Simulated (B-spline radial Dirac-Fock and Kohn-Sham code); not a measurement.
# Inner shells of Cr²⁺

What does theory give for Cr²⁺? The session works out its X-ray form factor and Compton profile, the binding energy of each subshell, how cheaper methods do for the levels, its photoionisation cross sections, the widths and yields of its core holes and its two-hole states.

The numbers are computed with B-spline radial Dirac-Fock and Kohn-Sham code (version 2): a free atom or ion on a radial basis; each step names its model.

## 1. The system

The Cr²⁺ ion in the configuration [Ar] 3d4.

- nuclear charge: 24
- electrons: 22
- mass number: 52
- nuclear rms radius: 3.6452 fm

Outer shells as boxes (Hund's rule, for the drawing alone; heavy ions are jj-coupled, and the calculation averages over the configuration):

```
[Ar] core
3d [↑ ][↑ ][↑ ][↑ ][  ]
```

## 2. Form factor and Compton profile

Model: Dirac-Fock average of configuration, finite nucleus; form factor of the spherical density, Waller-Hartree incoherent function, impulse-approximation Compton profiles.

The run's settings:

```ini
task = scatter
Z = 24
charge = 2
configuration = 1s2 2s2 2p6 3s2 3p6 3d4
mass_number = 52
rms_radius = 3.6452  # fm
s = [0.0, 0.05, 0.1, 0.15, 0.2, 0.25, 0.3, 0.35, 0.4, 0.45, 0.5, 0.6, 0.7, 0.8, 0.9, 1.0, 1.1, 1.2, 1.4, 1.6, 1.8, 2.0, 2.5, 3.0, 3.5, 4.0, 5.0, 6.0]  # 1/A
pz = [0, 0.1, 0.2, 0.3, 0.4, 0.5, 0.6, 0.8, 1.0, 1.2, 1.4, 1.6, 1.8, 2.0, 2.5, 3.0, 4.0, 5.0, 7.0, 10.0, 15.0, 20.0, 30.0, 40.0, 60.0, 100.0]  # a.u.
photon_energy = [1000, 2000, 10000, 20000, 30000, 100000, 200000, 1000000]  # eV
```

## 3. Core and valence levels

Model: Dirac-Fock average of configuration, Delta-SCF, finite nucleus, first-order Breit with its frequency dependence, self-energy and vacuum polarisation.

The run's settings:

```ini
task = binding
```

## 4. Dirac LDA, for comparison

Model: Dirac-Kohn-Sham LDA (Slater exchange, VWN correlation), finite nucleus, spherical and without spin polarisation.

Recorded inputs:

```ini
task = binding-ladder
method = lda,vwn
relativity = dirac
```

## 5. Photoionisation

Model: independent-particle photoionisation: Dirac-Hartree-Slater potential of the initial state with a Latter tail for bound and continuum orbitals, all multipoles in the length form, thresholds from Dirac-Fock Delta-SCF.

The run's settings:

```ini
task = photo
photon_energy = [21.22, 69.5, 80, 139.0, 207.0, 300, 393.0, 672.0, 1000, 4000, 8250.0, 10600.0, 15000, 23800.0, 59318.2, 100000]  # eV
```

## 6. Filling the vacancies

Model: independent-particle rates: relativistic LDA orbitals of the hole state, multipoles to L = 3 (length form), Coulomb Auger matrix elements with a Latter-tail continuum; energies from Dirac-Fock.

Settings, as recorded:

```ini
task = decay
holes = ["K", "L1", "L2", "L3", "M1", "M2", "M3"]
```

## 7. Two holes

Model: Dirac-Fock average of configuration, Delta-SCF, finite nucleus, first-order Breit with its frequency dependence, self-energy and vacuum polarisation; two-hole levels by intermediate coupling within the shell, Auger rates as independent-particle Coulomb matrix elements.

The run's settings:

```ini
task = double
```

## 8. non-relativistic HF, for comparison

Model: non-relativistic Hartree-Fock, average of configuration, point nucleus.

Settings, as recorded:

```ini
task = binding-ladder
method = hf
relativity = nr
```

## 9. Dirac PBE, for comparison

Model: Dirac-Kohn-Sham PBE, finite nucleus, spherical and without spin polarisation.

The run's settings:

```ini
task = binding-ladder
method = pbe,pbe
relativity = dirac
```

(Steps that only read results are left out.)

What does the calculation give? Wanted: rms radius of the electron cloud; form factor halves at; Compton profile at zero; deepest level listed, K; least bound, M4,5; Kα1; Dirac LDA, K: eigenvalue / ΔSCF; K hole: width, yield; largest U, K K.

As calculated:

```
                                  quantity                         value
          rms radius of the electron cloud                    0.863 bohr
                     form factor halves at                      0.46 1/Å
                   Compton profile at zero                  3.926 1/a.u.
              deepest level listed, K (1s)                     6020.9 eV
                    least bound, M4,5 (3d)                      28.75 eV
                                       Kα1                     5413.3 eV
        ionisation energy, NIST (measured)                    30.9590 eV
           Dirac LDA, K: eigenvalue / ΔSCF            5887.0 / 6030.2 eV
                        total at 1000.0 eV                        650 kb
           strongest subshell at 1000.0 eV  L3 (2p3/2), 313 kb, β = 1.45
                      K hole: width, yield                1.02 eV, 0.284
                              its lifetime                      0.648 fs
                        its strongest line         Kα1 (K-L3), 5413.3 eV
                            largest U, K K                      336.8 eV
                   Kα hypersatellite shift                     +250.8 eV
                  strongest line of K-L123        L2L3, J = 2, 4732.8 eV
non-relativistic HF, 1s: eigenvalue / ΔSCF            6020.6 / 5982.9 eV
           Dirac PBE, K: eigenvalue / ΔSCF            5901.1 / 6044.8 eV
```

**Reading.** f falls from 22 to half of that at s = 0.46 1/Å. Incoherent scattering outweighs coherent from 100 keV on, among the energies asked. Up to 2 1/Å f stays within 0.83 % of the table. The K (1s) level lies 38.2 eV under Koopmans' value by relaxation alone; Breit gives -5.99 and QED -2.73 eV. NIST's ionisation energy differs by +2.20 eV from the least binding energy; the calculation averages open shells over their j components and terms. Dirac LDA misses the K level by -2.2 % with its eigenvalue and by +0.2 % with ΔSCF, so total-energy differences mend most of the error. At 1000.0 eV, L3 (2p3/2) gives 48 % of the photoabsorption; at 100000 eV the K shell gives 90 %. Under 200 eV, coupling between channels can change such values by tens of per cent. With a yield of 0.28, electron emission is the main way out for the K hole, in 0.65 fs. Coster-Kronig decay rules L1, M1 and M2, where this model's widths can be far from the measured ones. Two holes repel most in K K, by 336.8 eV, and least in M2 M3, by 19.34 eV. An empty K shell moves Kα up by 251 eV. In the K-L123 Auger group the L2L3 J = 2 line carries 57 % of the rate. Non-relativistic HF misses the 1s level by 0.0 % with its eigenvalue and by -0.6 % with ΔSCF. Dirac PBE misses the K level by -2.0 % with its eigenvalue and by +0.4 % with ΔSCF, so total-energy differences mend most of the error. The Hartree-Fock and Dirac-Fock values hold no electron correlation.
